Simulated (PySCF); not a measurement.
# Br3Pb (Pb(Br)3+): the cost of one run

The runs use PySCF 2.14.0; PBE0, Pb def2-SVP with ECP60, Br def2-SVP; scalar-relativistic core potentials, no spin–orbit coupling.

2 further runs of the same task are left out: 2 for a known fault of the program.

## Step 1: The starting structure

4 atoms, charge 1, spin multiplicity 1.

Bond lengths: Pb1–Br2 2.500 Å, Pb1–Br3 2.500 Å, Pb1–Br4 2.501 Å. Angles: Br2–Pb1–Br3 120.4°, Br2–Pb1–Br4 119.8°, Br3–Pb1–Br4 119.8°.

Coordinates:

```csv
atom,x (Å),y (Å),z (Å)
Pb1,0.1781,0.0000,0.0000
Br2,-1.0645,0.0000,2.1696
Br3,-1.0645,0.0000,-2.1696
Br4,2.6795,0.0000,0.0000
```

Formal oxidation states: Pb +4. An earlier session relaxed this geometry at PBE0, Pb def2-SVP with ECP60, Br def2-SVP (singlet, point group D3h).

Its energy there is -7913.291017 Eh.

## Step 2: Multiplicity 3 at the relaxed geometry

File run.py (the lines that set the calculation):

```python
mol = gto.M(atom='''
Pb     0.17807     0.00000     0.00000
Br    -1.06446     0.00000     2.16957
Br    -1.06446     0.00000    -2.16957
Br     2.67952     0.00000     0.00000''',
    basis={'Pb': 'def2-SVP', 'Br': 'def2-SVP'},
    ecp={'Pb': 'def2-SVP'},
    charge=1, spin=2)
mf = dft.UKS(mol, xc='PBE0')
mf.grids.atom_grid = (50, 194)
mf = mf.density_fit()  # fitting sets: Pb def2-universal-JKFIT, Br def2-universal-JKFIT
mf.conv_tol = 1e-08; mf.max_cycle = 55
mf.kernel(dm0)  # dm0: free metal ions and neutral atoms
```

Command:

```
$ OMP_NUM_THREADS=2 python run.py
```

**Question.** How long does this run take on 2 threads of Arm Neoverse V1, shared host?

About 9.5 s.
